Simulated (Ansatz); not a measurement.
# In11P12 zinc blende off sphere (In₁₁P₁₂H₃₂+): one molecule under many settings

Aim: run In11P12 zinc blende off sphere (In₁₁P₁₂H₃₂+) under a spread of inputs, and see what each costs and gives.

Method: the settings change from run to run; program: Ansatz 0.2.0, Gaussian basis.

1 further run of the same task is left out (for a known fault of the program).

## Step 1: The relaxed structure

The structure was relaxed beforehand with PBE-D4/def2-SVP. In takes a core potential in def2 sets; no spin-orbit term is included.

55 atoms, charge 1, spin multiplicity 1.

Atoms are counted from 1 here; the program's logs count them from 0.

Bond lengths: In1–P13 2.670 Å, In1–P14 2.659 Å, In1–H24 1.729 Å, In1–H25 1.735 Å, In2–P12 2.682 Å, In2–P16 2.682 Å, In2–H26 1.727 Å, In2–H27 1.723 Å, In3–P15 2.666 Å, In3–P17 2.649 Å, In3–H28 1.726 Å, In3–H29 1.748 Å, In4–P13 2.559 Å, In4–P18 2.624 Å, In4–P19 2.637 Å, In4–H30 1.727 Å, In5–P15 2.569 Å, In5–P18 2.661 Å and more. Angles: P13–In1–P14 94.0°, P13–In1–H24 107.1°, P13–In1–H25 103.9°, P14–In1–H24 107.6°, P14–In1–H25 104.7°, H24–In1–H25 132.9°, P12–In2–P16 97.5°, P12–In2–H26 103.4°, P12–In2–H27 104.7°, P16–In2–H26 103.4°, P16–In2–H27 104.9°, H26–In2–H27 136.7°, P15–In3–P17 93.0°, P15–In3–H28 108.1°, P15–In3–H29 102.6°, P17–In3–H28 111.2°, P17–In3–H29 103.2°, H28–In3–H29 131.8° and more.

## Step 2: rPW86-PBE/def2-SVP

This run has unrestricted orbitals, density fitting with def2-universal-jkfit, D3(BJ) with three-body dispersion, relativity set to scalar.

File in.yaml:

```yaml
crystal:
  periodic: [false, false, false]
  atoms:
    - {symbol: In, position_ang: [-5.067580, 1.659418, -0.441379]}
    - {symbol: In, position_ang: [-2.619283, -3.733853, 2.988908]}
    - {symbol: In, position_ang: [1.026314, -4.375434, -0.695349]}
    - {symbol: In, position_ang: [-2.050071, 2.100097, -3.752724]}
    - {symbol: In, position_ang: [1.376600, -1.229431, -3.881319]}
    - {symbol: In, position_ang: [-1.637172, -1.030034, -0.875734]}
    - {symbol: In, position_ang: [-1.339180, 1.810430, 2.602508]}
    - {symbol: In, position_ang: [1.356981, -1.265790, 1.863246]}
    - {symbol: In, position_ang: [1.346211, 1.693798, -0.760952]}
    - {symbol: In, position_ang: [4.550308, -0.929189, -0.655724]}
    - {symbol: In, position_ang: [3.941608, 2.622074, 3.127737]}
    - {symbol: P, position_ang: [-3.120835, -2.520907, 0.649765]}
    - {symbol: P, position_ang: [-3.240954, 0.587220, -2.067084]}
    - {symbol: P, position_ang: [-3.262179, 2.841306, 1.112832]}
    - {symbol: P, position_ang: [-0.119990, -2.546077, -2.260142]}
    - {symbol: P, position_ang: [-0.169302, -2.718955, 3.391022]}
    - {symbol: P, position_ang: [2.771981, -2.642503, 0.287697]}
    - {symbol: P, position_ang: [-0.386232, 0.457513, -4.943068]}
    - {symbol: P, position_ang: [-0.214827, 3.212999, -2.220439]}
    - {symbol: P, position_ang: [2.765852, 0.227068, -2.271294]}
    - {symbol: P, position_ang: [-0.217800, 0.370590, 0.705721]}
    - {symbol: P, position_ang: [2.796799, 0.226917, 3.455106]}
    - {symbol: P, position_ang: [2.833120, 3.192738, 0.736140]}
    - {symbol: H, position_ang: [-5.878707, 2.897494, -1.335599]}
    - {symbol: H, position_ang: [-5.636829, 0.311534, 0.491272]}
    - {symbol: H, position_ang: [-3.602578, -2.862384, 4.109192]}
    - {symbol: H, position_ang: [-2.351896, -5.385376, 2.576359]}
    - {symbol: H, position_ang: [1.804363, -5.536868, -1.708232]}
    - {symbol: H, position_ang: [-0.134429, -4.550349, 0.599756]}
    - {symbol: H, position_ang: [-2.870228, 3.216046, -4.784971]}
    - {symbol: H, position_ang: [2.214854, -2.044857, -5.155337]}
    - {symbol: H, position_ang: [-2.094572, 0.658296, 3.660078]}
    - {symbol: H, position_ang: [-0.169632, 3.050162, 2.959277]}
    - {symbol: H, position_ang: [5.745177, -1.726213, -1.612202]}
    - {symbol: H, position_ang: [4.689328, 0.265181, 0.616737]}
    - {symbol: H, position_ang: [5.590944, 2.296265, 2.754287]}
    - {symbol: H, position_ang: [3.068460, 3.653767, 4.200115]}
    - {symbol: H, position_ang: [-3.684299, -3.490294, -0.239438]}
    - {symbol: H, position_ang: [-4.292026, -1.711373, 0.809192]}
    - {symbol: H, position_ang: [-3.974279, -0.267718, -2.956796]}
    - {symbol: H, position_ang: [-4.017645, 3.704199, 1.969644]}
    - {symbol: H, position_ang: [-2.660149, 3.881614, 0.334375]}
    - {symbol: H, position_ang: [-1.042461, -3.220179, -3.127594]}
    - {symbol: H, position_ang: [0.683112, -3.788976, 3.811358]}
    - {symbol: H, position_ang: [-0.195847, -2.005475, 4.632143]}
    - {symbol: H, position_ang: [3.504247, -3.399710, 1.263880]}
    - {symbol: H, position_ang: [-1.226720, -0.341433, -5.783481]}
    - {symbol: H, position_ang: [0.253242, 1.196127, -5.991235]}
    - {symbol: H, position_ang: [0.574351, 4.103277, -3.016030]}
    - {symbol: H, position_ang: [-0.827529, 4.191108, -1.374544]}
    - {symbol: H, position_ang: [3.454517, 1.171181, -3.102847]}
    - {symbol: H, position_ang: [2.023429, 0.294698, 4.658972]}
    - {symbol: H, position_ang: [3.810647, -0.658305, 3.942943]}
    - {symbol: H, position_ang: [2.078936, 4.403645, 0.853035]}
    - {symbol: H, position_ang: [3.843910, 3.684882, -0.149730]}
basis:
  gaussian: {orbitals: def2-SVP, fitting: {mean_field: def2-universal-jkfit}}
total_charge: 1
magnetization: {spin_polarized: true, initial_magnetization: 0}
hamiltonian: {xc: {name: rPW86-PBE}, dispersion: d3bjatm, pseudopotentials: {relativity: scalar}}
scf: {omitted_lower_state_checks: [starts]}
```

Run with:

```sh
ansatz run in.yaml --threads 5 --pin off --events-out ev --progress --plain --max-ram 66560MiB --backend cuda --devices 0, --max-vram 37GiB
```

What it wrote:

```text
Functional definition: rPW86-PBE
  name "rPW86-PBE"
  cite "Murray, Lee & Langreth, J. Chem. Theory Comput. 5, 2754 (2009) doi:10.1021/ct900365q"
  cite "Perdew, Burke & Ernzerhof, Phys. Rev. Lett. 77, 3865 (1996) doi:10.1103/PhysRevLett.77.3865"
  parent pbe
  exchange = rpw86_x
  correlation = pbe_c
these checks for a lower state are left out or cut short: starts
4510 factors; integrals over basis functions are off by at most 3.4e-1 eV
mean field evaluation 1: about -169262.4839 eV, gradient 4.6e1 eV
mean field evaluation 2: about -169255.9222 eV, gradient 5.7e1 eV
mean field evaluation 4: about -169276.6734 eV, gradient 7.0e0 eV
mean field evaluation 8: about -169277.0171 eV, gradient 8.4e-1 eV
mean field evaluation 16: about -169277.0224 eV, gradient 3.8e-4 eV
mean field -169277.02240912 eV, -6220.8158334483 hartree, gradient 5.0e-5 eV, S^2 0.000000; 0 other end points of the search recorded, 0 dependent functions left out
reference -169277.02277373 eV, -6220.8158468477 hartree; 221, 221 occupied and 441, 441 virtual orbitals, 4510 factors
Total energy: -169281.02810245 eV, -6220.9630399632 hartree
Relativity: scalar
Checks for a lower state left out: starts
```

It took 20 s on 1 × H100 (card shared with other runs) with 5 threads of AMD EPYC 7R13, shared host; peak host memory 2.1 GiB.

⟨S²⟩ 0.000.

## Step 3: BHLYP/def2-SVP

This run has charge 0, multiplicity 2, restricted open-shell orbitals, atoms shaken by 0.03 Å, density fitting with def2-universal-jkfit, D3(BJ) dispersion.

File in.yaml:

```yaml
crystal:
  periodic: [false, false, false]
  atoms:
    - {symbol: In, position_ang: [-5.056060, 1.640934, -0.451597]}
    - {symbol: In, position_ang: [-2.632567, -3.762976, 3.009902]}
    - {symbol: In, position_ang: [0.982776, -4.382118, -0.760993]}
    - {symbol: In, position_ang: [-2.065429, 2.110313, -3.739104]}
    - {symbol: In, position_ang: [1.315198, -1.252431, -3.885875]}
    - {symbol: In, position_ang: [-1.627449, -1.035668, -0.843174]}
    - {symbol: In, position_ang: [-1.350180, 1.795152, 2.606267]}
    - {symbol: In, position_ang: [1.428590, -1.237520, 1.811025]}
    - {symbol: In, position_ang: [1.313568, 1.742704, -0.747666]}
    - {symbol: In, position_ang: [4.472897, -0.962967, -0.704179]}
    - {symbol: In, position_ang: [3.915039, 2.655290, 3.118415]}
    - {symbol: P, position_ang: [-3.129653, -2.502523, 0.656888]}
    - {symbol: P, position_ang: [-3.298587, 0.610364, -2.097877]}
    - {symbol: P, position_ang: [-3.287653, 2.819993, 1.120460]}
    - {symbol: P, position_ang: [-0.114956, -2.550483, -2.289063]}
    - {symbol: P, position_ang: [-0.122059, -2.747007, 3.412076]}
    - {symbol: P, position_ang: [2.766643, -2.635990, 0.280277]}
    - {symbol: P, position_ang: [-0.459559, 0.391039, -4.908736]}
    - {symbol: P, position_ang: [-0.205889, 3.155058, -2.241185]}
    - {symbol: P, position_ang: [2.781177, 0.250116, -2.300812]}
    - {symbol: P, position_ang: [-0.222861, 0.401287, 0.696473]}
    - {symbol: P, position_ang: [2.817989, 0.250878, 3.421487]}
    - {symbol: P, position_ang: [2.764868, 3.188302, 0.701346]}
    - {symbol: H, position_ang: [-5.886458, 2.883208, -1.332782]}
    - {symbol: H, position_ang: [-5.596021, 0.348358, 0.476979]}
    - {symbol: H, position_ang: [-3.634094, -2.865369, 4.138794]}
    - {symbol: H, position_ang: [-2.383988, -5.370925, 2.557701]}
    - {symbol: H, position_ang: [1.832440, -5.527207, -1.722320]}
    - {symbol: H, position_ang: [-0.141771, -4.519510, 0.556875]}
    - {symbol: H, position_ang: [-2.840892, 3.215608, -4.765769]}
    - {symbol: H, position_ang: [2.216638, -2.002224, -5.189580]}
    - {symbol: H, position_ang: [-2.043977, 0.616976, 3.698804]}
    - {symbol: H, position_ang: [-0.164524, 3.037518, 2.958501]}
    - {symbol: H, position_ang: [5.774129, -1.754716, -1.558244]}
    - {symbol: H, position_ang: [4.651843, 0.248943, 0.629238]}
    - {symbol: H, position_ang: [5.652161, 2.298957, 2.839173]}
    - {symbol: H, position_ang: [3.104479, 3.636353, 4.169047]}
    - {symbol: H, position_ang: [-3.667169, -3.504416, -0.231081]}
    - {symbol: H, position_ang: [-4.268901, -1.684503, 0.808957]}
    - {symbol: H, position_ang: [-3.998153, -0.306034, -2.974507]}
    - {symbol: H, position_ang: [-3.971521, 3.724033, 1.944241]}
    - {symbol: H, position_ang: [-2.684155, 3.856909, 0.340588]}
    - {symbol: H, position_ang: [-1.032247, -3.250909, -3.116603]}
    - {symbol: H, position_ang: [0.672306, -3.784739, 3.836318]}
    - {symbol: H, position_ang: [-0.163620, -1.977471, 4.618554]}
    - {symbol: H, position_ang: [3.569840, -3.400738, 1.254955]}
    - {symbol: H, position_ang: [-1.176398, -0.281890, -5.802821]}
    - {symbol: H, position_ang: [0.260847, 1.144695, -6.000311]}
    - {symbol: H, position_ang: [0.568595, 4.056801, -3.018637]}
    - {symbol: H, position_ang: [-0.809297, 4.195959, -1.391855]}
    - {symbol: H, position_ang: [3.491459, 1.171002, -3.104259]}
    - {symbol: H, position_ang: [2.035883, 0.328132, 4.645495]}
    - {symbol: H, position_ang: [3.832792, -0.686014, 3.974344]}
    - {symbol: H, position_ang: [2.097029, 4.428321, 0.847296]}
    - {symbol: H, position_ang: [3.796765, 3.614938, -0.160321]}
basis:
  gaussian: {orbitals: def2-SVP, fitting: {mean_field: def2-universal-jkfit}}
magnetization: {spin_polarized: false, initial_magnetization: 1}
hamiltonian: {xc: {name: BHLYP}, dispersion: d3bj}
scf: {omitted_lower_state_checks: [starts]}
output: {forces: true}
```

Same command.

What it wrote:

```text
Functional definition: BHLYP
  name "BHLYP"
  cite "Becke, J. Chem. Phys. 98, 1372 (1993) doi:10.1063/1.464304"
  cite "Becke, Phys. Rev. A 38, 3098 (1988) doi:10.1103/PhysRevA.38.3098"
  cite "Lee, Yang & Parr, Phys. Rev. B 37, 785 (1988) doi:10.1103/PhysRevB.37.785"
  parameter a = 0.5
  exchange = (1 - a)*b88_x + a*exact_x
  correlation = lyp_c
these checks for a lower state are left out or cut short: starts
4510 factors; integrals over basis functions are off by at most 3.6e-1 eV
mean field evaluation 1: about -168839.9237 eV, gradient 3.5e1 eV
mean field evaluation 2: about -168839.9261 eV, gradient 3.5e1 eV
mean field evaluation 4: about -168843.5528 eV, gradient 1.8e1 eV
mean field evaluation 8: about -168844.8795 eV, gradient 1.1e0 eV
mean field evaluation 16: about -168844.9583 eV, gradient 1.9e-1 eV
mean field -168844.95847395 eV, -6204.9377766941 hartree, gradient 8.1e-6 eV, S^2 0.750000; 0 other end points of the search recorded, 0 dependent functions left out
the calculation of the forces begins
reference -168844.95900510 eV, -6204.9377962136 hartree; 222, 221 occupied and 440, 441 virtual orbitals, 4510 factors
Total energy: -168851.51239999 eV, -6205.1786290340 hartree
Atom 0 at    -5.056060     1.640934    -0.451597 Å, force     0.060562     0.369297    -0.777556 eV/Å
Atom 1 at    -2.632567    -3.762976     3.009902 Å, force    -0.360648     0.971904    -0.236326 eV/Å
Atom 2 at     0.982776    -4.382118    -0.760993 Å, force     0.101737     0.317615    -0.165279 eV/Å
Atom 3 at    -2.065429     2.110313    -3.739104 Å, force    -0.482669    -0.547877     0.146312 eV/Å
Atom 4 at     1.315198    -1.252431    -3.885875 Å, force     0.534907    -0.186497    -0.174242 eV/Å
Atom 5 at    -1.627449    -1.035668    -0.843174 Å, force    -0.557791     0.036355    -0.705589 eV/Å
Atom 6 at    -1.350180     1.795152     2.606267 Å, force     0.172766    -0.189859    -0.092898 eV/Å
Atom 7 at     1.428590    -1.237520     1.811025 Å, force    -1.025682     0.186936     0.301165 eV/Å
Atom 8 at     1.313568     1.742704    -0.747666 Å, force     0.010887    -0.992723    -0.337943 eV/Å
Atom 9 at     4.472897    -0.962967    -0.704179 Å, force     0.329602     0.368313     0.304860 eV/Å
Atom 10 at     3.915039     2.655290     3.118415 Å, force     1.111618    -0.959032    -0.915548 eV/Å
Atom 11 at    -3.129653    -2.502523     0.656888 Å, force    -0.291690    -1.055215     0.583860 eV/Å
Atom 12 at    -3.298587     0.610364    -2.097877 Å, force    -0.237494    -0.030561    -0.427306 eV/Å
Atom 13 at    -3.287653     2.819993     1.120460 Å, force     0.451603     0.515059    -0.224068 eV/Å
Atom 14 at    -0.114956    -2.550483    -2.289063 Å, force     0.360482    -0.589123     0.071740 eV/Å
Atom 15 at    -0.122059    -2.747007     3.412076 Å, force    -0.493733     1.184610    -0.288991 eV/Å
Atom 16 at     2.766643    -2.635990     0.280277 Å, force     0.631882    -1.085446     0.576337 eV/Å
Atom 17 at    -0.459559     0.391039    -4.908736 Å, force     2.097394     2.315782    -0.246229 eV/Å
Atom 18 at    -0.205889     3.155058    -2.241185 Å, force    -0.394693     1.608771     0.464092 eV/Å
Atom 19 at     2.781177     0.250116    -2.300812 Å, force    -0.566178     0.213280     0.084081 eV/Å
Atom 20 at    -0.222861     0.401287     0.696473 Å, force     0.668908    -0.131540     0.474944 eV/Å
Atom 21 at     2.817989     0.250878     3.421487 Å, force     0.566958    -1.036428     1.532737 eV/Å
Atom 22 at     2.764868     3.188302     0.701346 Å, force     0.580823     0.525717     0.479552 eV/Å
Atom 23 at    -5.886458     2.883208    -1.332782 Å, force    -0.045575    -0.020861     0.279212 eV/Å
Atom 24 at    -5.596021     0.348358     0.476979 Å, force    -0.311738    -0.352372     0.352069 eV/Å
Atom 25 at    -3.634094    -2.865369     4.138794 Å, force     0.336201    -0.359429    -0.104850 eV/Å
Atom 26 at    -2.383988    -5.370925     2.557701 Å, force     0.084301    -0.370325     0.123210 eV/Å
Atom 27 at     1.832440    -5.527207    -1.722320 Å, force     0.018724    -0.121762     0.172012 eV/Å
Atom 28 at    -0.141771    -4.519510     0.556875 Å, force     0.107425    -0.114680    -0.054059 eV/Å
Atom 29 at    -2.840892     3.215608    -4.765769 Å, force     0.085397     0.327503    -0.286312 eV/Å
Atom 30 at     2.216638    -2.002224    -5.189580 Å, force    -0.129519     0.249053     0.197615 eV/Å
Atom 31 at    -2.043977     0.616976     3.698804 Å, force     0.103735     0.280926    -0.137095 eV/Å
Atom 32 at    -0.164524     3.037518     2.958501 Å, force    -0.221774    -0.096434     0.032621 eV/Å
Atom 33 at     5.774129    -1.754716    -1.558244 Å, force    -0.216062     0.194593     0.147436 eV/Å
Atom 34 at     4.651843     0.248943     0.629238 Å, force    -0.002614    -0.393176    -0.477662 eV/Å
Atom 35 at     5.652161     2.298957     2.839173 Å, force    -0.890593     0.292240     0.084644 eV/Å
Atom 36 at     3.104479     3.636353     4.169047 Å, force    -0.409594     0.610955     0.566234 eV/Å
Atom 37 at    -3.667169    -3.504416    -0.231081 Å, force     0.243924     0.586324     0.419965 eV/Å
Atom 38 at    -4.268901    -1.684503     0.808957 Å, force    -0.000067    -0.125298    -0.014275 eV/Å
Atom 39 at    -3.998153    -0.306034    -2.974507 Å, force     0.383665     0.574578     0.478096 eV/Å
Atom 40 at    -3.971521     3.724033     1.944241 Å, force    -0.219768    -0.009047     0.208655 eV/Å
Atom 41 at    -2.684155     3.856909     0.340588 Å, force    -0.035451    -0.426273     0.142694 eV/Å
Atom 42 at    -1.032247    -3.250909    -3.116603 Å, force     0.133436     0.214030     0.123477 eV/Å
Atom 43 at     0.672306    -3.784739     3.836318 Å, force     0.551505    -0.589386     0.315466 eV/Å
Atom 44 at    -0.163620    -1.977471     4.618554 Å, force     0.041276    -0.338137    -0.356441 eV/Å
Atom 45 at     3.569840    -3.400738     1.254955 Å, force    -0.676390     0.663333    -0.783522 eV/Å
Atom 46 at    -1.176398    -0.281890    -5.802821 Å, force    -1.385269    -1.328314    -1.216956 eV/Å
Atom 47 at     0.260847     1.144695    -6.000311 Å, force    -0.652093    -0.695617     1.349675 eV/Å
Atom 48 at     0.568595     4.056801    -3.018637 Å, force    -0.053634    -0.273792     0.081861 eV/Å
Atom 49 at    -0.809297     4.195959    -1.391855 Å, force     0.423239    -0.986655    -0.633012 eV/Å
Atom 50 at     3.491459     1.171002    -3.104259 Å, force    -0.037706    -0.058640     0.037672 eV/Å
Atom 51 at     2.035883     0.328132     4.645495 Å, force     0.373972    -0.007641    -0.836952 eV/Å
Atom 52 at     3.832792    -0.686014     3.974344 Å, force    -0.876947     1.014287    -0.615224 eV/Å
Atom 53 at     2.097029     4.428321     0.847296 Å, force     0.033968    -0.172275    -0.056288 eV/Å
Atom 54 at     3.796765     3.614938    -0.160321 Å, force    -0.025526     0.022952     0.032333 eV/Å
Dipole moment:     0.685552     1.124083    -0.009544 e Å
Checks for a lower state left out: starts
```

Wall time 32 s (1 × H100 (card shared with other runs) with 5 threads of AMD EPYC 7R13, shared host); peak host memory 5.3 GiB.

Largest force 3.134 eV/Å, dipole 6.32 D.

(Part 1 of 2 ends here.)
